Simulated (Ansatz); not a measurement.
Consider a formation energy from the elements of MoPt and its elements (the Python package of Ansatz (0.2.0)).

The script, `mopt_formation.py`:
```python
"""Formation energy of MoPt from the elements, after relaxing cells and atoms."""

from collections import Counter
import warnings

import ansatz
import numpy as np

PHASES = {
    "MoPt": (
        [(4.47661493, 0.0, 0.0), (0.0, 2.73373498, 0.0), (0.0, 0.0, 4.9584025)],
        [
            ("Mo", (0.25, 0.0, 0.16175037)),
            ("Mo", (0.75, 0.0, 0.83824963)),
            ("Pt", (0.25, 0.5, 0.66272895)),
            ("Pt", (0.75, 0.5, 0.33727105)),
        ],
    ),
    "Mo": (
        [(-1.573415, 1.573415, 1.573415), (1.573415, -1.573415, 1.573415), (1.573415, 1.573415, -1.573415)],
        [
            ("Mo", (0.0, 0.0, 0.0)),
        ],
    ),
    "Pt": (
        [(0.0, 1.9609, 1.9609), (1.9609, 0.0, 1.9609), (1.9609, 1.9609, 0.0)],
        [
            ("Pt", (0.0, 0.0, 0.0)),
        ],
    ),
}


def build(vectors, sites):
    crystal = ansatz.Crystal(lattice=ansatz.Lattice.of(vectors))
    for symbol, position in sites:
        crystal = crystal.atom(symbol, position)
    return crystal


def solve(name, crystal):
    calc = (
        crystal.calculation()
        .functional(ansatz.Functional.LDA)
        .basis(520)
        .kpoints(spacing=0.27)
        .occupations("fermi_dirac", width=0.05)
        .stress()  # positive in compression
    )
    calc = calc.relax(force_tolerance=0.03, cell=True)
    return calc.run()


def counts(outcome):
    return Counter(site.symbol for site in outcome.lattice.sites)

def formation_energy(outcome, mu):
    n = counts(outcome)
    return (outcome.report["energy_sigma0_ev"] - sum(k * mu[element] for element, k in n.items())) / sum(n.values())


def volume_per_atom(outcome):
    return abs(np.linalg.det(outcome.lattice.cell_ang)) / len(outcome.lattice.sites)

warnings.simplefilter("ignore", ansatz.DeckWarning)

phases = {name: build(*cell) for name, cell in PHASES.items()}

done = {}
for name, crystal in phases.items():
    done[name] = solve(name, crystal)
    print(f"{name}: {done[name].report['energy_sigma0_ev']:.4f} eV, {len(done[name].lattice.sites)} atoms")

# energy of one atom in its reference phase
references = {"Mo": "Mo", "Pt": "Pt"}
mu = {element: done[name].report["energy_sigma0_ev"] / len(done[name].lattice.sites) for element, name in references.items()}

target = done["MoPt"]
heat = formation_energy(target, mu)
for element, value in mu.items():
    print(f"mu({element}) = {value:.4f} eV from {references[element]}, {volume_per_atom(done[references[element]]):.2f} A^3/atom")
print(f"formation energy of MoPt: {heat:.4f} eV/atom = {96.4853 * heat:.1f} kJ/mol of atoms")
```

Is MoPt bound against its elements at this level, and by how much?

The formation energy is -0.384 eV an atom (-37.1 kJ per mole of atoms), so MoPt lies below the reference phases.

The output:

```console
$ python mopt_formation.py
MoPt: -34177.2012 eV, 4 atoms
Mo: -4842.8353 eV, 1 atoms
Pt: -12244.9972 eV, 1 atoms
mu(Mo) = -4842.8353 eV from Mo, 15.05 A^3/atom
mu(Pt) = -12244.9972 eV from Pt, 14.75 A^3/atom
formation energy of MoPt: -0.3841 eV/atom = -37.1 kJ/mol of atoms
```

Notes:
- Total energies depend on the potentials; only differences at equal settings carry meaning.
- For the metals among these phases the mesh is modest: differences between phases can be off by up to 40 meV an atom.
- Spin-orbit coupling, which matters for elements this heavy, is left out.
- The cells come from databases of deposited and of computed structures, and not all need be stable phases.
- The compound is the structure given, not necessarily its lowest; energies are at zero temperature, with no correction for gases. A semilocal functional's error on such energies is often 0.05 to 0.1 eV an atom, and 0.1 to 0.3 eV against gases such as O2 or F2.
- The whole script took 60 s on 1 thread of Arm Neoverse V1, on a shared host, peak memory 0.51 GiB.
